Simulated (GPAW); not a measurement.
NiMoIrPdW: band structure with PBEsol

NiMoIrPdW:

```
Ni Mo Pd Ir W
1.0
     2.76616    0.00000    0.00000
    -1.38308    2.39557    0.00000
     0.00000    0.00000   11.02292
Ni Mo Pd Ir W
1 1 1 1 1
Direct
  0.33333 0.66667 0.59712
  0.00000 0.00000 0.41074
  0.66666 0.33334 0.79520
  0.66666 0.33334 0.19960
  0.33333 0.66667 0.99734
```

The cell was built by a generator and needn't be a form met in nature.

```yaml
Program: GPAW 26.7.0
Task: band structure
Functional: PBEsol
Potentials_or_basis: PAW data sets generated in the run's folder for this functional
Cutoff: 600 eV
Basis: pw
k_mesh: 8 × 8 × 2
Occupations: fermi-dirac, width 0.05 eV
Spin: collinear spin, ferromagnetic start
Starting_moments: "[1.0, 1.0, 0.0, 0.6, 0.0] μB"
Ranks: 8
Maxiter: 150
Band_path: GMKGALHA,LM,KH
Band_points: 60
```

* Pressure: -8.9 GPa
* Largest force: 0.099 eV/Å
* Band gap along the path: none (metal or under the smearing width)
* Net moment: 0.00 μB per cell

Forces on the atoms (eV/Å):
```
Ni   0.000  0.000 -0.063
Mo   0.000  0.000 -0.088
Pd   0.000  0.000  0.099
Ir   0.000  0.000 -0.012
W    0.000  0.000  0.064
```

Stress tensor (GPa, compression positive):
```
-9.16  0.00  0.00
 0.00 -9.16  0.00
 0.00  0.00 -8.51
```

Levels at the corners of the path, in eV from the Fermi level:
Spin up:
```
point  band 34  band 35  band 36  band 37  band 38  band 39  band 40  band 41  band 42  band 43
    Γ    -1.50    -1.50    -1.05    -1.05    -0.94    -0.31    -0.31    -0.24     0.37     0.37
    M    -0.40    -0.38    -0.22     0.61     1.00     1.28     1.62     2.27     2.73     3.79
    K    -0.50    -0.21    -0.12    -0.06     0.10     0.58     1.37     1.83     2.53     4.80
    Γ    -1.50    -1.50    -1.05    -1.05    -0.94    -0.31    -0.31    -0.24     0.37     0.37
    A    -1.49    -1.43    -1.43    -1.27    -1.27    -0.20    -0.20     0.35     0.35     0.55
    L    -0.51    -0.38    -0.31     0.63     1.00     1.46     2.15     2.36     2.58     3.73
    H    -0.49    -0.22    -0.14    -0.05     0.13     0.39     1.38     2.07     2.60     4.91
    A    -1.49    -1.43    -1.43    -1.27    -1.27    -0.20    -0.20     0.35     0.35     0.55
    L    -0.51    -0.38    -0.31     0.63     1.00     1.46     2.15     2.36     2.58     3.73
    M    -0.40    -0.38    -0.22     0.61     1.00     1.28     1.62     2.27     2.73     3.79
    K    -0.50    -0.21    -0.12    -0.06     0.10     0.58     1.37     1.83     2.53     4.80
    H    -0.49    -0.22    -0.14    -0.05     0.13     0.39     1.38     2.07     2.60     4.91
```
Spin down:
| point | band 35 | band 36 | band 37 | band 38 | band 39 | band 40 | band 41 | band 42 |
| --- | --- | --- | --- | --- | --- | --- | --- | --- |
| Γ | -1.50 | -1.05 | -1.05 | -0.94 | -0.31 | -0.31 | -0.24 | 0.37 |
| M | -0.38 | -0.22 | 0.61 | 1.00 | 1.28 | 1.62 | 2.27 | 2.73 |
| K | -0.21 | -0.12 | -0.06 | 0.10 | 0.58 | 1.37 | 1.83 | 2.53 |
| Γ | -1.50 | -1.05 | -1.05 | -0.94 | -0.31 | -0.31 | -0.24 | 0.37 |
| A | -1.43 | -1.43 | -1.27 | -1.27 | -0.20 | -0.20 | 0.35 | 0.35 |
| L | -0.38 | -0.31 | 0.63 | 1.00 | 1.46 | 2.15 | 2.36 | 2.58 |
| H | -0.22 | -0.14 | -0.05 | 0.13 | 0.39 | 1.38 | 2.07 | 2.60 |
| A | -1.43 | -1.43 | -1.27 | -1.27 | -0.20 | -0.20 | 0.35 | 0.35 |
| L | -0.38 | -0.31 | 0.63 | 1.00 | 1.46 | 2.15 | 2.36 | 2.58 |
| M | -0.38 | -0.22 | 0.61 | 1.00 | 1.28 | 1.62 | 2.27 | 2.73 |
| K | -0.21 | -0.12 | -0.06 | 0.10 | 0.58 | 1.37 | 1.83 | 2.53 |
| H | -0.22 | -0.14 | -0.05 | 0.13 | 0.39 | 1.38 | 2.07 | 2.60 |

Wall time 120 s on 8 MPI ranks on AMD EPYC 7R43 64-Core Processor (Zen 3), with other jobs on the host, peak memory 0.38 GiB a rank.

Caveat: the stock nickel data set gives pressures a few GPa off other programs; spin-orbit coupling is left out, which moves the levels of the heavy elements.
